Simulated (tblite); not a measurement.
# C6H14N2Si2: the cost of one run

Programs: tblite 0.8.0 and PySCF 2.14.0, with density-fitted response routines of our own. Each step states its level of theory. These are calculated values for one molecule, in the gas phase or a continuum, unless marked as measured. Atoms are numbered from 0 throughout.

## (1) Starting geometry

24 atoms, charge 0, multiplicity 1; geometry from: force field or distance geometry start.

Bonds of the start (Å): C0–C1 1.20, C1–C2 1.44, C2–C3 1.33, C2–N4 1.40, N4–Si5 1.73, N4–Si6 1.72, Si6–N7 1.73, N7–C8 1.47, N7–C9 1.46, C0–H10 1.07, C3–H11 1.08, C3–H12 1.10, Si5–H13 1.49, Si5–H14 1.49, Si5–H15 1.49, Si6–H16 1.47, Si6–H17 1.47, C8–H18 1.10, C8–H19 1.09, C8–H20 1.09, C9–H21 1.09, C9–H22 1.11, C9–H23 1.09.

## (2) Relaxing the molecule with GFN2-xTB

The job: settings as JSON, then the geometry in Å.

```
{"job": {"kind": "relax", "xc": "GFN2-xTB", "basis": "xTB"}, "charge": 0, "multiplicity": 1}
C     -3.556800     0.102600     2.003500
C     -2.692600    -0.199700     1.234700
C     -1.629200    -0.604700     0.353800
C     -1.363100    -1.909100     0.319000
N     -1.010600     0.421500    -0.373300
Si    -1.530400     2.050200    -0.606500
Si     0.410100     0.316400    -1.340600
N      1.617000    -0.440900    -0.357900
C      2.774600    -1.093500    -0.990500
C      2.041700     0.159900     0.906900
H     -4.346500     0.380400     2.674500
H     -0.590100    -2.342700    -0.296600
H     -1.915300    -2.618700     0.957200
H     -1.607700     2.379000    -2.054100
H     -0.589800     2.978700     0.090900
H     -2.885800     2.271000    -0.039700
H      0.141400    -0.565200    -2.490400
H      0.996600     1.593200    -1.787300
H      3.492300    -0.348700    -1.352100
H      2.471700    -1.718500    -1.831000
H      3.280000    -1.751600    -0.285400
H      2.595400    -0.556900     1.520600
H      2.697300     1.038600     0.742700
H      1.188000     0.478400     1.512000
```

Command:

```bash
$ OMP_NUM_THREADS=1 python probes_run.py task.json out
```

One launch serves the whole session: the jobs run in the order shown.

**Question.** How long does this first job take on 1 thread of Arm Neoverse V1, shared host, and how much memory does it need?

About 1.8 s, with a peak of 0.18 GiB.
